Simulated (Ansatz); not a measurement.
# CH5AlFNO: one species, many methods

Aim: compute CH5AlFNO with functionals from several rungs and with coupled cluster. The yardstick is the atomisation energy at the CCSD(T) limit.

The runs use Ansatz 0.2.0, Gaussian basis; functionals in def2-TZVPP, the program's frozen cores in correlated methods.

Levels to be run: PBE-D4, r2SCAN-D4, PBE0-D4, B3LYP-D4, ωB97X-V, ωB97M-V, B2PLYP; CCSD(T)/def2-TZVPP; MP2/def2-QZVPP; extrapolation to the limit.

## 1. The relaxed structure

The geometry comes from an earlier relaxation with PBE0-D4 in a triple-zeta def2 set; it is a stationary point, not always the lowest conformer.

SMILES `N[CH](F)[AlH][OH]`, 10 atoms, charge 0, spin multiplicity 1.

Atoms are counted from 1 here; the program's logs count them from 0.

Bond lengths: N1–C2 1.408 Å, N1–H6 1.010 Å, N1–H7 1.013 Å, C2–F3 1.441 Å, C2–Al4 1.991 Å, C2–H8 1.095 Å, Al4–O5 1.695 Å, Al4–H9 1.577 Å, O5–H10 0.956 Å. Angles: C2–N1–H6 114.2°, C2–N1–H7 114.3°, H6–N1–H7 109.5°, N1–C2–F3 112.3°, N1–C2–Al4 112.1°, N1–C2–H8 108.0°, F3–C2–Al4 107.5°, F3–C2–H8 104.1°, Al4–C2–H8 112.6°, C2–Al4–O5 118.5°, C2–Al4–H9 124.1°, O5–Al4–H9 117.5°, Al4–O5–H10 123.0°.

Geometry (Å):

| atom | x (Å) | y (Å) | z (Å) |
| --- | --- | --- | --- |
| N1 | 0.8468 | -0.1900 | 1.3195 |
| C2 | 0.6908 | -0.5151 | -0.0411 |
| F3 | 1.5188 | 0.2974 | -0.8958 |
| Al4 | -1.1921 | -0.3014 | -0.6505 |
| O5 | -1.7697 | 1.2625 | -0.9553 |
| H6 | 0.5451 | 0.7432 | 1.5595 |
| H7 | 1.7792 | -0.3479 | 1.6815 |
| H8 | 1.0687 | -1.5317 | -0.1923 |
| H9 | -2.2044 | -1.4975 | -0.8267 |
| H10 | -1.2001 | 2.0294 | -0.9961 |

## 2. PBE-D4 (GGA)

Input file in.yaml:

```yaml
crystal:
  periodic: [false, false, false]
  atoms:
    - {symbol: N, position_ang: [0.846813, -0.190042, 1.319536]}
    - {symbol: C, position_ang: [0.690796, -0.515139, -0.041058]}
    - {symbol: F, position_ang: [1.518802, 0.297431, -0.895787]}
    - {symbol: Al, position_ang: [-1.192081, -0.301398, -0.650506]}
    - {symbol: O, position_ang: [-1.769661, 1.262508, -0.955299]}
    - {symbol: H, position_ang: [0.545116, 0.743241, 1.559492]}
    - {symbol: H, position_ang: [1.779204, -0.347854, 1.681519]}
    - {symbol: H, position_ang: [1.068707, -1.531728, -0.192313]}
    - {symbol: H, position_ang: [-2.204390, -1.497526, -0.826714]}
    - {symbol: H, position_ang: [-1.200106, 2.029405, -0.996071]}
basis:
  gaussian: {orbitals: def2-TZVPP}
hamiltonian: {xc: pbe, dispersion: d4}
output: {forces: true, orbitals: {seedname: orbitals}}
```

On the command line:

```console
$ ansatz run in.yaml --threads 4 --pin off --events-out ev --progress --plain --max-ram 10444MiB
```

The runs that follow: r2SCAN-D4 (meta-GGA); PBE0-D4 (hybrid); B3LYP-D4 (hybrid); ωB97X-V (range-separated); ωB97M-V (range-separated); B2PLYP (double hybrid); CCSD(T) in def2-TZVPP; MP2 in def2-QZVPP.

Q: Predict the results of all the runs planned. Wanted: atomisation energy, CCSD(T)/CBS; farthest; mean size of error, hybrid; mean size of error, range-separated; gap, smallest and largest; T1 diagnostic; triples share of the correlation energy.

As calculated:

| quantity | value |
| --- | --- |
| atomisation energy, CCSD(T)/CBS | 36.700 eV |
| functionals within 0.184 eV (0.5 %) | r2SCAN-D4, B3LYP-D4, ωB97X-V, ωB97M-V |
| farthest | PBE-D4 (+0.774 eV) |
| mean size of error, hybrid | 0.191 eV |
| mean size of error, range-separated | 0.071 eV |
| gap, smallest and largest | 4.54 eV (PBE-D4), 11.06 eV (ωB97X-V) |
| T1 diagnostic | 0.0129 |
| triples share of the correlation energy | 3.4 % |

In words: PBE-D4 is off by +0.774 eV. Double hybrids carry the basis error of their MP2 part in triple zeta, and no dispersion term here, so their miss is partly the set-up's. Misses under about 0.184 eV are within the doubt on the reference itself, which lacks core-valence correlation, relativity and higher excitations. Hartree-Fock recovers 68 % of the binding; the rest is correlation. The gap grows from 4.5 to 11.1 eV across the functionals, mostly with the share of exact exchange.
